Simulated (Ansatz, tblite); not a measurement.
**Cis-Sn(PH3)2Cl4 (Cl4H6P2Sn): rung by rung**

Aim: run the singlet of cis-Sn(PH3)2Cl4 (Cl4H6P2Sn) at one geometry on many levels, and compare frontier levels, spin and run time.

Method: as each input shows; program: Ansatz 0.2.0, Gaussian basis.

The runs, in order: GFN1-xTB, GFN2-xTB, PBE-D4/def2-TZVP, r2SCAN-D4/def2-TZVP, r2SCAN0-D4/def2-TZVP, revPBE-D4/def2-TZVP, ωB97M-V/def2-TZVP, PBE-D4/def2-SVP, PBE0-D4/def2-SVP, MP2/def2-TZVP, RPA/def2-TZVP.

3 further runs of the same task are left out: 3 set aside as unsound or not needed.

### Step 1. The relaxed structure

The geometry is that of the singlet, from an earlier relaxation (r2SCAN-D4/def2-SVP).

13 atoms, charge 0, spin multiplicity 1.

Bond lengths: Cl1–Sn7 2.374 Å, Cl2–Sn7 2.374 Å, Cl3–Sn7 2.414 Å, Cl4–Sn7 2.414 Å, P5–Sn7 2.816 Å, P5–H8 1.423 Å, P5–H9 1.417 Å, P5–H10 1.418 Å, P6–Sn7 2.816 Å, P6–H11 1.418 Å, P6–H12 1.423 Å, P6–H13 1.417 Å. Angles: Sn7–P5–H8 124.1°, Sn7–P5–H9 114.4°, Sn7–P5–H10 116.3°, H8–P5–H9 98.9°, H8–P5–H10 98.9°, H9–P5–H10 100.2°, Sn7–P6–H11 116.4°, Sn7–P6–H12 124.1°, Sn7–P6–H13 114.4°, H11–P6–H12 98.9°, H11–P6–H13 100.2°, H12–P6–H13 98.9°, Cl1–Sn7–Cl2 103.7°, Cl1–Sn7–Cl3 98.8°, Cl1–Sn7–Cl4 98.7°, Cl1–Sn7–P5 174.2°, Cl1–Sn7–P6 82.0°, Cl2–Sn7–Cl3 98.7° and more.

Sn takes a core potential in the def2 sets. No spin-orbit coupling is included.

PBE0-D4/def2-TZVP was run before; its log isn't repeated, and its numbers join the tables.

### Step 2. GFN1-xTB

Tight binding, by tblite at 300 K electronic temperature and without a spin-polarisation term:

```python
tblite.interface.Calculator('GFN1-xTB', numbers, positions, charge=0, uhf=0).singlepoint()
```

Energy -765.8856 eV, HOMO -12.27 eV, LUMO -10.06 eV; 0.012 s.

### Step 3. GFN2-xTB

Tight binding, by tblite at 300 K electronic temperature and without a spin-polarisation term:

```python
tblite.interface.Calculator('GFN2-xTB', numbers, positions, charge=0, uhf=0).singlepoint()
```

Energy -775.6327 eV, HOMO -11.51 eV, LUMO -9.87 eV; 0.013 s.

### Step 4. PBE-D4/def2-TZVP

start.molden holds the orbitals of an earlier run on this state, given as this run's starting guess.

The input, in.yaml:

```yaml
crystal:
  periodic: [false, false, false]
  atoms:
    - {symbol: Cl, position_ang: [-0.647252, -0.441020, -3.212330]}
    - {symbol: Cl, position_ang: [-3.219819, 0.396098, -0.637711]}
    - {symbol: Cl, position_ang: [-0.119289, 2.275024, -0.854120]}
    - {symbol: Cl, position_ang: [-0.829129, -2.287503, -0.090194]}
    - {symbol: P, position_ang: [-0.913026, 0.432158, 1.890160]}
    - {symbol: P, position_ang: [1.891242, -0.420933, -0.916226]}
    - {symbol: Sn, position_ang: [-0.894586, -0.011038, -0.890650]}
    - {symbol: H, position_ang: [0.234760, 0.322531, 2.723542]}
    - {symbol: H, position_ang: [-1.789881, -0.415118, 2.612536]}
    - {symbol: H, position_ang: [-1.377758, 1.700184, 2.322232]}
    - {symbol: H, position_ang: [2.338071, -1.689359, -1.365816]}
    - {symbol: H, position_ang: [2.728067, -0.284856, 0.226202]}
    - {symbol: H, position_ang: [2.598589, 0.423820, -1.807614]}
basis:
  gaussian: {orbitals: def2-TZVP, initial_orbitals: start.molden}
hamiltonian: {xc: pbe, dispersion: d4}
scf: {omitted_lower_state_checks: [starts]}
output: {forces: true, orbitals: {seedname: orbitals}}
```

On the command line:

```console
$ ansatz run in.yaml --threads 4 --pin off --events-out ev --progress --plain --max-ram 4787MiB
```

After this run come: r2SCAN-D4/def2-TZVP; r2SCAN0-D4/def2-TZVP; revPBE-D4/def2-TZVP; ωB97M-V/def2-TZVP; PBE-D4/def2-SVP; PBE0-D4/def2-SVP; MP2/def2-TZVP; RPA/def2-TZVP.

**Question.** What will the summary of the whole plan be? Wanted: gap in def2-TZVP, named functionals, smallest and largest; correlation energy, MP2/def2-TZVP; binding an atom, functionals in def2-TZVP; PBE0 total energy, smallest basis above largest.

**Answer**, as computed:

```
                                                 quantity                                  value
gap in def2-TZVP, named functionals, smallest and largest    3.18 eV (PBE-D4), 9.20 eV (ωB97M-V)
                        correlation energy, MP2/def2-TZVP                              -37.76 eV
                binding an atom, functionals in def2-TZVP  2.65 (r2SCAN0-D4) to 2.71 eV (PBE-D4)
          PBE0 total energy, smallest basis above largest         23.96 eV (def2-SVP, def2-TZVP)
```

**Reading.** Over the named functionals in def2-TZVP the gap runs from 3.18 eV (PBE-D4) to 9.20 eV (ωB97M-V); exact exchange widens it.
